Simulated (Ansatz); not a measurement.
# C₂H₃FSSi: how energies converge with the basis set

An exercise on one series of results from a longer session: the logs are not shown, and one member is left open.

Method: one geometry, several basis sets; program: Ansatz 0.2.0, Gaussian basis.

Levels to be run: PBE0-D4/def2-SVP; ωB97M-V/def2-SVP; PBE0-D4/def2-QZVPP; ωB97M-V/def2-QZVPP; the functionals' def2-TZVPP values are taken from earlier runs.

## The geometry

The geometry comes from an earlier relaxation with PBE0-D4 in a triple-zeta def2 set; it is a stationary point, not always the lowest conformer.

SMILES `F[SiH]1CC1=S`, 8 atoms, charge 0, spin multiplicity 1.

Atoms are counted from 1 here; the program's logs count them from 0.

Bond lengths: F1–Si2 1.590 Å, Si2–C3 1.850 Å, Si2–C4 1.831 Å, Si2–H6 1.475 Å, C3–C4 1.507 Å, C3–H7 1.098 Å, C3–H8 1.088 Å, C4–S5 1.598 Å. Angles: F1–Si2–C3 116.1°, F1–Si2–C4 123.6°, F1–Si2–H6 109.4°, C3–Si2–C4 48.3°, C3–Si2–H6 125.7°, C4–Si2–H6 121.9°, Si2–C3–C4 65.2°, Si2–C3–H7 105.8°, Si2–C3–H8 134.5°, C4–C3–H7 110.7°, C4–C3–H8 120.2°, H7–C3–H8 111.9°, Si2–C4–C3 66.5°, Si2–C4–S5 152.2°, C3–C4–S5 135.3°.

The first run:

The input, in.yaml:

```yaml
crystal:
  periodic: [false, false, false]
  atoms:
    - {symbol: F, position_ang: [-1.581868, 0.288240, 1.665404]}
    - {symbol: Si, position_ang: [-0.363640, 0.666235, 0.715320]}
    - {symbol: C, position_ang: [0.557110, -0.754602, -0.031121]}
    - {symbol: C, position_ang: [-0.211650, 0.088772, -1.015954]}
    - {symbol: S, position_ang: [-0.137552, 0.347902, -2.590763]}
    - {symbol: H, position_ang: [0.233447, 1.936195, 1.168064]}
    - {symbol: H, position_ang: [-0.012050, -1.654318, 0.236936]}
    - {symbol: H, position_ang: [1.608205, -0.975524, -0.203784]}
basis:
  gaussian: {orbitals: def2-SVP}
hamiltonian: {xc: pbe0, dispersion: d4}
output: {orbitals: {seedname: orbitals}}
```

Command:

```console
$ ansatz run in.yaml --threads 2 --pin off --events-out ev --progress --plain --max-ram 4352MiB
```

Steps of the session up to this table: PBE0-D4 in def2-SVP; ωB97M-V in def2-SVP; PBE0-D4 in def2-QZVPP; ωB97M-V in def2-QZVPP.

One of the session's tables, all rows but one given; the rest of the session is left out.

It belongs to the step «Density functionals: the series». 

```
functional       basis  HOMO (eV)  LUMO (eV)
   PBE0-D4    def2-SVP      -6.05      -2.68
   PBE0-D4  def2-TZVPP          ?          ?
   PBE0-D4  def2-QZVPP      -6.22      -2.87
   ωB97M-V    def2-SVP      -8.11      -0.47
   ωB97M-V  def2-TZVPP      -8.28      -0.69
   ωB97M-V  def2-QZVPP      -8.33      -0.76
```

Estimate the missing values for PBE0-D4, def2-TZVPP.

The run gave: HOMO (eV): -6.19; LUMO (eV): -2.83. In the column «HOMO (eV)» it lies between PBE0-D4, def2-QZVPP (-6.22) and PBE0-D4, def2-SVP (-6.05).
